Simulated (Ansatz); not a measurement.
# CH5ClFGeN: the cost of one run

The runs use Ansatz 0.2.0, Gaussian basis; the settings change from run to run.

### 1 The relaxed structure

An earlier PBE0-D4 in a triple-zeta def2 set relaxation fixed the geometry.

SMILES `C[NH][GeH]([F])[Cl]`, 10 atoms, charge 0, spin multiplicity 1.

Atoms are counted from 1 here; the program's logs count them from 0.

Bond lengths: C1–N2 1.453 Å, C1–H6 1.097 Å, C1–H7 1.093 Å, C1–H8 1.093 Å, N2–Ge3 1.801 Å, N2–H9 1.011 Å, Ge3–F4 1.726 Å, Ge3–Cl5 2.152 Å, Ge3–H10 1.526 Å. Angles: N2–C1–H6 114.0°, N2–C1–H7 109.7°, N2–C1–H8 109.8°, H6–C1–H7 107.7°, H6–C1–H8 108.4°, H7–C1–H8 106.9°, C1–N2–Ge3 119.9°, C1–N2–H9 113.0°, Ge3–N2–H9 113.3°, N2–Ge3–F4 105.3°, N2–Ge3–Cl5 114.1°, N2–Ge3–H10 113.3°, F4–Ge3–Cl5 104.9°, F4–Ge3–H10 110.5°, Cl5–Ge3–H10 108.3°.

### 2 r2SCAN0/pcseg-2

Options: charge +1, multiplicity 2, relativity set to none.

The input, in.yaml:

```yaml
crystal:
  periodic: [false, false, false]
  atoms:
    - {symbol: C, position_ang: [0.967261, 1.024580, -0.362658]}
    - {symbol: N, position_ang: [-0.194593, 0.599380, 0.399930]}
    - {symbol: Ge, position_ang: [-0.664665, -1.139527, 0.423072]}
    - {symbol: F, position_ang: [-2.092275, -1.213436, 1.390508]}
    - {symbol: Cl, position_ang: [-1.255145, -1.915134, -1.495247]}
    - {symbol: H, position_ang: [0.805683, 1.046382, -1.447014]}
    - {symbol: H, position_ang: [1.805462, 0.351314, -0.164567]}
    - {symbol: H, position_ang: [1.277194, 2.021386, -0.040093]}
    - {symbol: H, position_ang: [-0.982330, 1.224602, 0.301404]}
    - {symbol: H, position_ang: [0.416509, -2.050748, 0.997466]}
basis:
  gaussian: {orbitals: pcseg-2}
total_charge: 1
magnetization: {spin_polarized: true, initial_magnetization: 1}
hamiltonian: {xc: {name: r2SCAN0}, pseudopotentials: {relativity: none}}
output: {forces: true}
```

Started as:

```
$ ansatz run in.yaml --threads 2 --pin off --events-out ev --progress --plain --max-ram 22528MiB --backend cpu
```

What time and memory should one allow on 2 threads of AMD EPYC 7R13, shared host?

About 18 s, with a peak of 0.97 GiB.
